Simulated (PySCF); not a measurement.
# The bond of CdCl, level by level

One job finds the state of CdCl, follows it along the bond with each method and fits the curves.

Program: PySCF 2.14.0. Level of theory: Cd def2-SVP with ECP28, Cl def2-SVP, scalar-relativistic core potentials. These are calculated values, not measurements.

## 1. The job

The job is set up so:

| Item | Value |
| --- | --- |
| atoms | Cd, Cl |
| charge | 0 |
| basis | Cd def2-SVP with ECP28, Cl def2-SVP |
| Hamiltonian | scalar-relativistic core potentials |
| basis functions | 49 |
| electrons treated | 37 |
| masses in u | 113.9034, 34.9689 |
| levels | PBE0, PBE, r²SCAN, LDA, M06, r²SCAN0, HF, MP2, SCS-MP2, CCSD, CCSD(T) |
| grid | 80 radial by 434 angular points |
| occupations | held fixed by the projection of orbital angular momentum |
| dissociation limit | Cd + Cl, each in its ground configuration |
| starting distance in angstrom | 2.370 |
| values of 2S to try | 1, 3 |

On the command line:

```bash
> OMP_NUM_THREADS=1 python dia.py task.json out
```

Further steps of the session: The PBE0 curve of the state that the search chose; Excited determinants; PBE; r²SCAN (meta-GGA); LDA (local density); M06 (hybrid meta-GGA); r²SCAN0 (hybrid meta-GGA); UHF; Correlated methods on the Hartree–Fock reference.

**Question.** What will these runs give? Wanted: for each run, Re; ωe; De; μ.

**Answer**, as computed:

Lowest PBE0 solution found, without spin–orbit coupling: ²Σ⁺ (doublet), unpaired electrons σ ↑. State 2 has its PBE0 minimum 5.52 eV higher. The other levels ran on the lowest alone.

| level | Re (Å) | ωe (cm⁻¹) | De (eV) | μ (D) |
| --- | --- | --- | --- | --- |
| UHF | 2.383 | 338 | 1.58 | -3.95 |
| UHF-MP2 | 2.337 | 357 | 1.72 | n/a |
| UHF-SCS-MP2 | 2.348 | 352 | 1.57 | n/a |
| UHF-CCSD | 2.355 | 347 | 1.55 | n/a |
| UHF-CCSD(T) | 2.355 | 345 | 1.58 | n/a |
| LDA | 2.337 | 329 | 2.31 | -2.51 |
| PBE | 2.391 | 302 | 1.92 | -2.85 |
| r²SCAN | 2.365 | 324 | 2.09 | -3.16 |
| PBE0 | 2.368 | 323 | 1.95 | -3.26 |
| r²SCAN0 | 2.355 | 335 | 2.04 | -3.39 |
| M06 | 2.387 | 310 | 1.64 | -3.32 |

De is counted to Cd + Cl in their ground configurations. A positive dipole means Cd(−)Cl(+).

Differences from CCSD(T) in the same basis:

| level | Re (mÅ) | ωe (%) |
| --- | --- | --- |
| UHF | +28 | -1.8 |
| UHF-MP2 | -18 | +3.6 |
| UHF-SCS-MP2 | -7 | +2.1 |
| UHF-CCSD | 0 | +0.6 |
| LDA | -18 | -4.5 |
| PBE | +36 | -12.4 |
| r²SCAN | +10 | -6.1 |
| PBE0 | +13 | -6.2 |
| r²SCAN0 | 0 | -2.8 |
| M06 | +32 | -10.2 |

Against CCSD(T) in the same basis, the bond length is nearest at UHF-CCSD and r²SCAN0 (0 mÅ) and farthest at PBE (+36 mÅ); the wavenumber is nearest at UHF-CCSD (+0.6 %) and farthest at PBE (-12.4 %). CCSD(T) in a basis this small is itself some way from its limit, more so than the functionals. Of the levels with a De here, UHF-CCSD gives the least (1.55 eV) and LDA the most (2.31 eV).

Correlated steps freeze 5 core orbitals. Spin–orbit coupling is left out.
